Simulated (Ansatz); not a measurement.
Crystal: NiMoIrPdW.

```
CELL_PARAMETERS angstrom
4.14670 0.00000 0.00000
-2.07335 3.59115 0.00000
0.00000 0.00000 5.41629
ATOMIC_POSITIONS crystal
Ni 0.00000 0.00000 0.02221
Mo 0.66667 0.33333 0.45996
Pd 0.33333 0.66667 0.74601
Ir 0.33333 0.66667 0.25641
W 0.66667 0.33333 0.99985
```

The cell was built by a generator and needn't be a form met in nature.

```yaml
Program: Ansatz 0.2.0
Task: relaxation of cell and atoms
Functional: PBE
Dispersion: D3(BJ)-ATM
Potentials_or_basis: Ansatz PAW
Cutoff: "420 eV (not typed: the program's choice for these potentials)"
k_mesh: 5 × 5 × 4
Occupations: fermi-dirac, width 0.05 eV
Spin: collinear spin, ferromagnetic start
Starting_moments: "[1.0, 1.0, 0.0, 0.6, 0.0] μB"
```

At the start: volume 16.13 Å³/atom.

Question: Where does the relaxation end?

Answer: It ends after 7 steps and the volume is 15.80 Å³/atom (-2.1 %); space group P3m1 (No. 156, to 0.05 Å); moment 0.00 μB per cell.

Step by step:
```
step  energy change (eV)  largest force (eV/Å)  volume (Å³)
   1              0.0000                0.1387        80.66
   2             -0.0237                0.0275        79.11
   3             -0.0239                0.0214        79.01
   4             -0.0241                0.0104        78.99
   5             -0.0241                0.0343        78.99
   6             -0.0241                0.0006        79.00
   7             -0.0234                0.0006        79.00
```

Final structure:
```cif
data_structure
_symmetry_space_group_name_H-M 'P 1'
_symmetry_Int_Tables_number 1
_cell_length_a 4.1160
_cell_length_b 4.1160
_cell_length_c 5.3844
_cell_angle_alpha 90.000
_cell_angle_beta 90.000
_cell_angle_gamma 120.000
_cell_volume 79.00
loop_
_atom_site_label
_atom_site_type_symbol
_atom_site_fract_x
_atom_site_fract_y
_atom_site_fract_z
_atom_site_occupancy
Ni1 Ni 0.00000 0.00000 0.01822 1
Mo1 Mo 0.66667 0.33333 0.46269 1
Pd1 Pd 0.33333 0.66667 0.74551 1
Ir1 Ir 0.33333 0.66667 0.25771 1
W1 W 0.66667 0.33333 0.00031 1
```

Caveat: the plane-wave basis is chosen anew once the cell has moved, so the energies of steps on either side of that aren't comparable; pairwise dispersion overbinds metals, which lowers pressure and volume; the starting moments weren't kept.
